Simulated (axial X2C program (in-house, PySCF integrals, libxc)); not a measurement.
# A two-component session on ZnF: properties at the nuclei

Aim: properties at the nuclei of ZnF, with spin–orbit coupling in the Hamiltonian from the start.

The runs use an in-house X2C program for linear molecules on PySCF integrals; two-component X2C with atomic mean-field terms, Zn dyall-cv3z, F dyall-av3z.

All values are calculated.

### Step 1. The job

Input file task.json:

```json
{"zs": [30, 9], "q": 0, "bas": ["dyall-cv3z", "dyall-av3z"], "r0": 1.82, "levels": ["PBE0", "HF", "r2SCAN", "BP86", "B3LYP"], "nst": 3}
```

Keys: zs atomic numbers; q charge; bas basis sets; r0 starting distance in Å; levels methods (HF also brings MP2); nst determinants followed.

Started as:

```
> python soeom.py task.json out
```

The runs that follow: Expectation values, lowest determinant.

Before running it: what results should come out? Wanted: lowest determinant; Eeff magnitude; Ws magnitude Zn; A∥/gI Zn; qzz Zn.

As calculated:

| quantity | value |
| --- | --- |
| lowest determinant | Ω = 1/2 (excess of +ω over −ω: ω = 1/2) |
| Eeff magnitude (GV/cm), PBE0 | 2.16 |
| Ws magnitude Zn (kHz), PBE0 | 1.85 |
| A∥/gI Zn (MHz), PBE0 | 3640 |
| qzz Zn (a.u.), PBE0 | -1.77 |

In words: In the first state, the effective field runs from 2.01 to 2.26 GV/cm over the mean-field levels. The expectation values come from single determinants, which for open shells can mix terms of unlike spin or miss the lowest Ω, so a determinant need not be a state. Eeff is the effective electric field on the electron dipole moment in this Ω state and Ws the scalar–pseudoscalar constant (defined with the proton number Z and per Ω); A∥ is the parallel hyperfine constant, which follows by multiplying with the nuclear g factor gI = μI/(I μN); qzz is the electric field gradient, eQq0 = 234.96 MHz × Q/barn × qzz; μ is positive if F is the positive end. The operators were transformed with the bare-nucleus X2C matrices.
